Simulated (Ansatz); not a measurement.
The system is SbW2.

```
Sb W
1.0
     0.00000    3.13301    3.13301
     3.13301    0.00000    3.13301
     3.13301    3.13301    0.00000
Sb W
1 2
Direct
  0.50000 0.50000 0.50000
  0.25000 0.25000 0.25000
  0.75000 0.75000 0.75000
```

The cell was built by a generator and needn't be a form met in nature.

Base run:

```yaml
Program: Ansatz 0.2.0
Functional: r2SCAN
Potentials_or_basis: Ansatz PAW
Cutoff: 500 eV
Density_cutoff: 2000 eV
k_mesh: 5 × 5 × 5
Occupations: fermi-dirac, width 0.05 eV
Spin: no spin polarisation
```

Its results: band gap on the k mesh none (metal or under the smearing width); pressure -2.3 GPa.

Problem. The run is repeated on the same cell with these changes: functional from r2SCAN to PBE; cutoff from 500 eV to 420 eV; density cutoff from 2000 eV to 1680 eV; k mesh from 5 × 5 × 5 to 7 × 7 × 7. What comes out?

Solution. Band gap on the k mesh none (metal or under the smearing width); pressure 0.0 GPa.

Several settings changed at once, so the effect can't be laid on one alone.

Caveats: the PAW data sets come from PBE, with cores solved anew for the run's functional, which leaves a small shift of forces and pressure (some runs).

Not every run made on this cell is shown here.
